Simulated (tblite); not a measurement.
# C2H6FOSi: the cost of one run

Programs: tblite 0.8.0 and PySCF 2.14.0. All values are calculated, for the isolated system unless a continuum is named. Atoms count from 0, parts from 1.

## (1) Starting point

11 atoms, charge 0, multiplicity 2; geometry: distance geometry start.

## (2) Geometry optimisation with GFN2-xTB

Job settings and geometry (Å):

```
{"job": {"kind": "relax", "xc": "GFN2-xTB", "basis": "xTB"}, "charge": 0, "multiplicity": 2}
C     -0.326072     0.651071    -0.177538
Si     1.427217     0.061362     0.006505
C     -1.220078    -0.555486     0.159136
F     -0.580873     1.633418     0.743114
O     -0.533174     1.080710    -1.495730
H      2.274698     0.872274    -0.893397
H      1.417158    -1.368700    -0.389835
H      1.817406     0.216960     1.417937
H     -1.570640    -0.977957    -0.819836
H     -0.574829    -1.364613     0.624864
H     -2.072039    -0.258099     0.770241
```

Level: GFN2-xTB geometry optimisation, gas phase.

The run is started by

```sh
$ OMP_NUM_THREADS=1 python cluster_run.py task.json out
```

The driver reads the jobs from task.json and runs them one after another.

**Question.** How long does this first job take on 1 thread of Arm Neoverse V2, shared host?

About 2.9 s.
